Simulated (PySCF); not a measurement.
# A gas-phase reaction: FH3OSi + N2O → FH3O2Si + N2

Wanted: the reaction energy for `O[SiH2]F` + `[N-]=[N+]=O` → `O[SiH](O)F` + `N#N`.

Computed with PySCF 2.14.0; each step states its level. No surroundings beyond the atoms listed, unless a continuum is named. Atoms count from 0, parts from 1.

## 1. The system as given

Each species was relaxed by itself at PBE0-D3(BJ)/def2-SVPD.

## 2. Energies of the species: wB97M-D3(BJ)/def2-TZVPD

What the job is given:

```
{"job": {"kind": "react", "xc": "wB97M-D3(BJ)", "basis": "def2-TZVPD"}, "charge": 0, "multiplicity": 1}
-1 FH3OSi charge 0 multiplicity 1
O     -0.808690    -0.903800     0.391100
Si     0.086920     0.336630    -0.243340
F      0.722600     1.257590     0.950250
H     -0.361090    -1.630620     0.830270
H      1.249320    -0.166160    -1.020070
H     -0.856540     1.177830    -1.010900

-1 N2O charge 0 multiplicity 1
N      1.146630    -0.000770    -0.008580
N      0.021880    -0.011680    -0.008300
O     -1.154940    -0.023100    -0.008000

+1 FH3O2Si charge 0 multiplicity 1
O     -0.668610    -0.966370    -1.052570
Si     0.348260    -0.171790    -0.039710
O     -0.546130     0.534940     1.155700
F      1.150650     1.018230    -0.814170
H     -1.499630    -0.555810    -1.303280
H      1.360380    -1.133770     0.429040
H     -0.148470     1.225280     1.690860

+1 N2 charge 0 multiplicity 1
N      0.548660    -0.000690    -0.009080
N     -0.548670     0.000690     0.009080
```

Level: wB97M-D3(BJ)/def2-TZVPD reaction energy of separated species, gas phase.

On the command line:

```
> OMP_NUM_THREADS=1 python cluster_run.py task.json out
```

One launch serves the whole session: the jobs run in the order shown.

Log:

```text
species 1 (FH3OSi)
coarse grid: 24312 points
cycle   1  E = -466.5179902270  dE =  6.489e-02  |g| = 8.107e-01  |ddm| = 1.742e+00
cycle   2  E = -466.4981719083  dE =  1.982e-02  |g| = 9.508e-01  |ddm| = 8.432e-01
cycle   3  E = -466.6345261778  dE = -1.364e-01  |g| = 3.362e-02  |ddm| = 4.226e-01
cycle   4  E = -466.6347946932  dE = -2.685e-04  |g| = 9.836e-03  |ddm| = 4.631e-02
cycle   5  E = -466.6348198501  dE = -2.516e-05  |g| = 1.956e-03  |ddm| = 1.363e-02
cycle   6  E = -466.6348207792  dE = -9.291e-07  |g| = 9.781e-04  |ddm| = 3.313e-03
final grid: 50856 points
cycle   7  E = -466.6347890186  dE = -9.426e-08  |g| = 1.129e-03  |ddm| = 1.728e-03
cycle   8  E = -466.6347889529  dE =  6.567e-08  |g| = 1.340e-03  |ddm| = 9.887e-04
cycle   9  E = -466.6347892008  dE = -2.478e-07  |g| = 2.776e-05  |ddm| = 5.194e-04
cycle  10  E = -466.6347892011  dE = -3.175e-10  |g| = 1.182e-05  |ddm| = 4.402e-05
converged SCF energy = -466.6347892011

species 2 (N2O)
coarse grid: 15424 points
cycle   1  E = -184.6618530785  dE =  6.983e-01  |g| = 8.261e-01  |ddm| = 1.717e+00
cycle   2  E = -184.5841297497  dE =  7.772e-02  |g| = 1.134e+00  |ddm| = 9.885e-01
cycle   3  E = -184.7852495567  dE = -2.011e-01  |g| = 1.174e-01  |ddm| = 4.952e-01
cycle   4  E = -184.7864120489  dE = -1.162e-03  |g| = 8.425e-02  |ddm| = 1.014e-01
cycle   5  E = -184.7877134652  dE = -1.301e-03  |g| = 1.003e-02  |ddm| = 4.527e-02
cycle   6  E = -184.7877337693  dE = -2.030e-05  |g| = 1.578e-03  |ddm| = 1.117e-02
cycle   7  E = -184.7877346609  dE = -8.917e-07  |g| = 4.463e-04  |ddm| = 4.009e-03
final grid: 33192 points
cycle   8  E = -184.7877157866  dE = -2.517e-08  |g| = 5.812e-04  |ddm| = 1.927e-03
cycle   9  E = -184.7877156419  dE =  1.447e-07  |g| = 1.087e-03  |ddm| = 7.542e-04
cycle  10  E = -184.7877158576  dE = -2.157e-07  |g| = 4.351e-05  |ddm| = 5.312e-04
cycle  11  E = -184.7877158582  dE = -5.348e-10  |g| = 2.680e-05  |ddm| = 9.345e-05
converged SCF energy = -184.7877158582

species 3 (FH3O2Si)
coarse grid: 29488 points
cycle   1  E = -541.8073885193  dE =  3.213e-01  |g| = 9.865e-01  |ddm| = 1.982e+00
cycle   2  E = -541.7980116611  dE =  9.377e-03  |g| = 1.089e+00  |ddm| = 1.089e+00
cycle   3  E = -541.9777239849  dE = -1.797e-01  |g| = 3.761e-02  |ddm| = 5.352e-01
cycle   4  E = -541.9780735164  dE = -3.495e-04  |g| = 1.046e-02  |ddm| = 5.142e-02
cycle   5  E = -541.9781040612  dE = -3.054e-05  |g| = 4.036e-03  |ddm| = 1.490e-02
cycle   6  E = -541.9781066593  dE = -2.598e-06  |g| = 2.010e-03  |ddm| = 3.966e-03
final grid: 62064 points
cycle   7  E = -541.9780779694  dE = -4.039e-08  |g| = 2.385e-03  |ddm| = 2.862e-03
cycle   8  E = -541.9780776681  dE =  3.012e-07  |g| = 2.827e-03  |ddm| = 2.127e-03
cycle   9  E = -541.9780787775  dE = -1.109e-06  |g| = 3.468e-05  |ddm| = 1.116e-03
cycle  10  E = -541.9780787785  dE = -9.536e-10  |g| = 1.900e-05  |ddm| = 1.106e-04
converged SCF energy = -541.9780787785

species 4 (N2)
coarse grid: 10240 points
cycle   1  E = -109.6045696435  dE =  4.456e-02  |g| = 1.682e-01  |ddm| = 1.300e+00
cycle   2  E = -109.6103807484  dE = -5.811e-03  |g| = 7.387e-02  |ddm| = 1.523e-01
cycle   3  E = -109.6112812585  dE = -9.005e-04  |g| = 6.548e-03  |ddm| = 4.575e-02
cycle   4  E = -109.6112954426  dE = -1.418e-05  |g| = 1.069e-03  |ddm| = 1.769e-02
cycle   5  E = -109.6112959229  dE = -4.803e-07  |g| = 2.349e-04  |ddm| = 1.190e-03
final grid: 21984 points
cycle   6  E = -109.6112968769  dE = -3.441e-08  |g| = 7.924e-05  |ddm| = 4.917e-04
cycle   7  E = -109.6112968796  dE = -2.779e-09  |g| = 3.029e-05  |ddm| = 1.332e-04
cycle   8  E = -109.6112968799  dE = -2.791e-10  |g| = 8.379e-06  |ddm| = 5.094e-05
converged SCF energy = -109.6112968799

Reaction energy = -104.898 kcal/mol
```

Wall time 28 s (1 thread of Arm Neoverse N1, shared host); peak memory 0.64 GiB.

Species by species (with the dispersion term, which the log's SCF energies lack):

```tsv
ν	species	energy (Eh)	HOMO (eV)
-1	O[SiH2]F	-466.63880	-11.85
-1	[N-]=[N+]=O	-184.78947	-12.17
+1	O[SiH](O)F	-541.98340	-12.24
+1	N#N	-109.61204	-14.89
```

## 3. Reaction energy: PBE0-D3(BJ)/def2-TZVPD

Same as in step 2 but for these lines:

```diff
@@ -1,2 +1,2 @@
-{"job": {"kind": "react", "xc": "wB97M-D3(BJ)", "basis": "def2-TZVPD"}, "charge": 0, "multiplicity": 1}
+{"job": {"kind": "react", "xc": "PBE0", "basis": "def2-TZVPD", "disp": "d3bj"}, "charge": 0, "multiplicity": 1}
 -1 FH3OSi charge 0 multiplicity 1
```

Method: PBE0-D3(BJ)/def2-TZVPD reaction energy of separated species, gas phase.

Log:

```text
species 1 (FH3OSi)
coarse grid: 5656 points
cycle   1  E = -466.1392452132  dE =  1.347e-01  |g| = 8.523e-01  |ddm| = 1.802e+00
cycle   2  E = -465.9289996679  dE =  2.102e-01  |g| = 1.398e+00  |ddm| = 1.092e+00
cycle   3  E = -466.2599240318  dE = -3.309e-01  |g| = 5.194e-02  |ddm| = 7.019e-01
cycle   4  E = -466.2602572225  dE = -3.332e-04  |g| = 3.828e-02  |ddm| = 4.923e-02
cycle   5  E = -466.2604712758  dE = -2.141e-04  |g| = 9.184e-03  |ddm| = 2.018e-02
cycle   6  E = -466.2604837687  dE = -1.249e-05  |g| = 8.984e-04  |ddm| = 4.774e-03
cycle   7  E = -466.2604839398  dE = -1.711e-07  |g| = 1.312e-04  |ddm| = 8.542e-04
final grid: 50856 points
cycle   8  E = -466.2625308080  dE = -2.288e-05  |g| = 4.327e-03  |ddm| = 1.842e-02
cycle   9  E = -466.2625263254  dE =  4.483e-06  |g| = 6.682e-03  |ddm| = 4.974e-03
cycle  10  E = -466.2625335863  dE = -7.261e-06  |g| = 3.150e-04  |ddm| = 3.180e-03
cycle  11  E = -466.2625336012  dE = -1.486e-08  |g| = 5.155e-05  |ddm| = 1.953e-04
cycle  12  E = -466.2625336014  dE = -2.705e-10  |g| = 1.867e-05  |ddm| = 3.895e-05
converged SCF energy = -466.2625336014

species 2 (N2O)
coarse grid: 3216 points
cycle   1  E = -184.4535281036  dE =  7.159e-01  |g| = 7.390e-01  |ddm| = 1.711e+00
cycle   2  E = -184.1504134267  dE =  3.031e-01  |g| = 1.537e+00  |ddm| = 1.024e+00
cycle   3  E = -184.5235232278  dE = -3.731e-01  |g| = 3.651e-01  |ddm| = 7.202e-01
cycle   4  E = -184.5487830157  dE = -2.526e-02  |g| = 9.413e-02  |ddm| = 2.242e-01
cycle   5  E = -184.5504300233  dE = -1.647e-03  |g| = 6.997e-03  |ddm| = 4.642e-02
cycle   6  E = -184.5504371402  dE = -7.117e-06  |g| = 2.067e-03  |ddm| = 4.688e-03
final grid: 33192 points
cycle   7  E = -184.5460657794  dE =  2.288e-05  |g| = 1.443e-02  |ddm| = 4.926e-02
cycle   8  E = -184.5457693163  dE =  2.965e-04  |g| = 4.137e-02  |ddm| = 2.670e-02
cycle   9  E = -184.5461035625  dE = -3.342e-04  |g| = 2.921e-03  |ddm| = 2.052e-02
cycle  10  E = -184.5461050716  dE = -1.509e-06  |g| = 4.856e-04  |ddm| = 1.401e-03
cycle  11  E = -184.5461051092  dE = -3.757e-08  |g| = 8.087e-05  |ddm| = 2.521e-04
cycle  12  E = -184.5461051106  dE = -1.420e-09  |g| = 1.161e-05  |ddm| = 7.083e-05
cycle  13  E = -184.5461051106  dE = -2.919e-11  |g| = 5.723e-07  |ddm| = 7.495e-06
converged SCF energy = -184.5461051106

species 3 (FH3O2Si)
coarse grid: 6744 points
cycle   1  E = -541.3218520134  dE =  3.988e-01  |g| = 1.059e+00  |ddm| = 2.071e+00
cycle   2  E = -541.0672351025  dE =  2.546e-01  |g| = 1.614e+00  |ddm| = 1.447e+00
cycle   3  E = -541.5077678793  dE = -4.405e-01  |g| = 5.975e-02  |ddm| = 9.087e-01
cycle   4  E = -541.5081658145  dE = -3.979e-04  |g| = 4.524e-02  |ddm| = 5.515e-02
cycle   5  E = -541.5084581255  dE = -2.923e-04  |g| = 8.849e-03  |ddm| = 2.334e-02
cycle   6  E = -541.5084699482  dE = -1.182e-05  |g| = 1.109e-03  |ddm| = 5.112e-03
cycle   7  E = -541.5084701639  dE = -2.157e-07  |g| = 3.900e-04  |ddm| = 9.460e-04
final grid: 62064 points
cycle   8  E = -541.5104239609  dE = -3.257e-05  |g| = 5.424e-03  |ddm| = 2.375e-02
cycle   9  E = -541.5104176671  dE =  6.294e-06  |g| = 8.115e-03  |ddm| = 6.482e-03
cycle  10  E = -541.5104283209  dE = -1.065e-05  |g| = 3.822e-04  |ddm| = 4.080e-03
cycle  11  E = -541.5104283384  dE = -1.749e-08  |g| = 1.911e-04  |ddm| = 2.383e-04
cycle  12  E = -541.5104283436  dE = -5.213e-09  |g| = 3.073e-05  |ddm| = 9.970e-05
cycle  13  E = -541.5104283437  dE = -1.252e-10  |g| = 3.912e-06  |ddm| = 1.597e-05
converged SCF energy = -541.5104283437

species 4 (N2)
coarse grid: 2128 points
cycle   1  E = -109.4493938593  dE =  1.300e-01  |g| = 1.032e-01  |ddm| = 1.274e+00
cycle   2  E = -109.4508301941  dE = -1.436e-03  |g| = 4.744e-02  |ddm| = 1.009e-01
cycle   3  E = -109.4512542590  dE = -4.241e-04  |g| = 9.126e-03  |ddm| = 3.531e-02
cycle   4  E = -109.4512709155  dE = -1.666e-05  |g| = 5.136e-04  |ddm| = 5.392e-03
cycle   5  E = -109.4512709629  dE = -4.736e-08  |g| = 7.829e-05  |ddm| = 4.418e-04
final grid: 21984 points
cycle   6  E = -109.4466155592  dE = -6.154e-06  |g| = 2.418e-03  |ddm| = 3.856e-02
cycle   7  E = -109.4466161517  dE = -5.925e-07  |g| = 1.508e-03  |ddm| = 2.399e-03
cycle   8  E = -109.4466166037  dE = -4.520e-07  |g| = 4.783e-05  |ddm| = 9.324e-04
cycle   9  E = -109.4466166041  dE = -4.424e-10  |g| = 5.262e-06  |ddm| = 4.737e-05
converged SCF energy = -109.4466166041

Reaction energy = -93.346 kcal/mol
```

It took 14 s on 1 thread of Arm Neoverse N1, shared host; peak memory 0.6 GiB.

Reaction energy at this level: -93.35 kcal/mol.

## 4. Reaction energy: MP2/def2-TZVPD

Same as in step 3 but for these lines:

```diff
@@ -1,2 +1,2 @@
-{"job": {"kind": "react", "xc": "PBE0", "basis": "def2-TZVPD", "disp": "d3bj"}, "charge": 0, "multiplicity": 1}
+{"job": {"kind": "react", "xc": "MP2", "basis": "def2-TZVPD"}, "charge": 0, "multiplicity": 1}
 -1 FH3OSi charge 0 multiplicity 1
```

Level: MP2/def2-TZVPD reaction energy of separated species, gas phase.

Log:

```text
species 1 (FH3OSi)
final grid: 50856 points
cycle   1  E = -465.1045173346  dE = -6.446e-02  |g| = 6.555e-01  |ddm| = 1.704e+00
cycle   2  E = -465.1645512826  dE = -6.003e-02  |g| = 4.127e-01  |ddm| = 5.105e-01
cycle   3  E = -465.1898642323  dE = -2.531e-02  |g| = 4.232e-02  |ddm| = 1.974e-01
cycle   4  E = -465.1904549443  dE = -5.907e-04  |g| = 8.603e-03  |ddm| = 5.636e-02
cycle   5  E = -465.1904821782  dE = -2.723e-05  |g| = 1.875e-03  |ddm| = 1.415e-02
cycle   6  E = -465.1904834312  dE = -1.253e-06  |g| = 7.508e-04  |ddm| = 2.951e-03
cycle   7  E = -465.1904835951  dE = -1.639e-07  |g| = 2.603e-04  |ddm| = 7.433e-04
cycle   8  E = -465.1904836212  dE = -2.615e-08  |g| = 5.927e-05  |ddm| = 2.911e-04
cycle   9  E = -465.1904836233  dE = -2.121e-09  |g| = 1.168e-05  |ddm| = 1.049e-04
cycle  10  E = -465.1904836234  dE = -7.719e-11  |g| = 2.387e-06  |ddm| = 2.195e-05
converged SCF energy = -465.1904836234

species 2 (N2O)
final grid: 33192 points
cycle   1  E = -183.6407213435  dE =  7.812e-01  |g| = 7.883e-01  |ddm| = 1.636e+00
cycle   2  E = -183.6997020145  dE = -5.898e-02  |g| = 5.972e-01  |ddm| = 7.870e-01
cycle   3  E = -183.7582029284  dE = -5.850e-02  |g| = 6.196e-02  |ddm| = 2.991e-01
cycle   4  E = -183.7590459686  dE = -8.430e-04  |g| = 1.829e-02  |ddm| = 5.670e-02
cycle   5  E = -183.7591860551  dE = -1.401e-04  |g| = 1.074e-02  |ddm| = 2.987e-02
cycle   6  E = -183.7592113966  dE = -2.534e-05  |g| = 3.404e-03  |ddm| = 1.077e-02
cycle   7  E = -183.7592177992  dE = -6.403e-06  |g| = 1.237e-03  |ddm| = 7.348e-03
cycle   8  E = -183.7592183473  dE = -5.481e-07  |g| = 1.482e-04  |ddm| = 1.882e-03
cycle   9  E = -183.7592183574  dE = -1.005e-08  |g| = 1.728e-05  |ddm| = 3.667e-04
cycle  10  E = -183.7592183575  dE = -1.156e-10  |g| = 4.195e-06  |ddm| = 4.126e-05
converged SCF energy = -183.7592183575

species 3 (FH3O2Si)
final grid: 62064 points
cycle   1  E = -540.0439246704  dE =  1.783e-01  |g| = 7.688e-01  |ddm| = 1.935e+00
cycle   2  E = -540.1237151565  dE = -7.979e-02  |g| = 4.581e-01  |ddm| = 6.434e-01
cycle   3  E = -540.1551791783  dE = -3.146e-02  |g| = 4.776e-02  |ddm| = 2.374e-01
cycle   4  E = -540.1558669051  dE = -6.877e-04  |g| = 9.059e-03  |ddm| = 6.247e-02
cycle   5  E = -540.1558994124  dE = -3.251e-05  |g| = 1.910e-03  |ddm| = 1.611e-02
cycle   6  E = -540.1559010765  dE = -1.664e-06  |g| = 6.943e-04  |ddm| = 3.610e-03
cycle   7  E = -540.1559012403  dE = -1.638e-07  |g| = 2.718e-04  |ddm| = 8.239e-04
cycle   8  E = -540.1559012653  dE = -2.503e-08  |g| = 6.817e-05  |ddm| = 2.742e-04
cycle   9  E = -540.1559012676  dE = -2.295e-09  |g| = 1.439e-05  |ddm| = 1.017e-04
cycle  10  E = -540.1559012677  dE = -1.173e-10  |g| = 3.336e-06  |ddm| = 2.731e-05
converged SCF energy = -540.1559012677

species 4 (N2)
final grid: 21984 points
cycle   1  E = -108.9673659528  dE =  4.861e-02  |g| = 2.948e-01  |ddm| = 1.230e+00
cycle   2  E = -108.9868238801  dE = -1.946e-02  |g| = 8.978e-02  |ddm| = 1.852e-01
cycle   3  E = -108.9883083268  dE = -1.484e-03  |g| = 1.594e-02  |ddm| = 6.313e-02
cycle   4  E = -108.9884059447  dE = -9.762e-05  |g| = 1.828e-03  |ddm| = 2.422e-02
cycle   5  E = -108.9884069604  dE = -1.016e-06  |g| = 1.998e-04  |ddm| = 3.068e-03
cycle   6  E = -108.9884069810  dE = -2.059e-08  |g| = 4.401e-05  |ddm| = 4.052e-04
cycle   7  E = -108.9884069821  dE = -1.075e-09  |g| = 4.188e-06  |ddm| = 7.048e-05
cycle   8  E = -108.9884069821  dE = -6.850e-12  |g| = 2.888e-07  |ddm| = 1.755e-05
converged SCF energy = -108.9884069821

Reaction energy = -101.060 kcal/mol
```

Run time: 6.9 s. Hardware: 1 thread of Arm Neoverse N1, shared host; peak memory 0.43 GiB.

Reaction energy at this level: -101.1 kcal/mol.

## 5. Side by side

Energies in kcal/mol, with wall time:

```tsv
run	reaction	time
wB97M-D3(BJ)/def2-TZVPD	-104.9	28 s
PBE0-D3(BJ)/def2-TZVPD	-93.35	14 s
MP2/def2-TZVPD	-101.1	6.9 s
```

## 6. Summary of results

| quantity | value |
| --- | --- |
| reaction energy (wB97M-D3(BJ)/def2-TZVPD) | -104.9 kcal/mol |
| ΔH, ΔG at 298 K (xTB thermal terms) | -104.5, -104.5 kcal/mol |
| range of the reaction energy over the runs of this table | -104.9 to -93.35 kcal/mol |

**Reading.** The reaction is exothermic by 104.5 kcal/mol in the gas phase; dispersion gives -0.19, and xTB itself gave -20.74 for the electronic energy (xTB energies and thermal terms come from the earlier relaxation of each species, not shown). No barrier was sought. xTB and this level differ widely in the electronic energy, so what comes from xTB (the thermal terms above all) is less safe here. The reaction energy runs from -104.9 (wB97M-D3(BJ)/def2-TZVPD) to -93.35 kcal/mol (PBE0-D3(BJ)/def2-TZVPD).
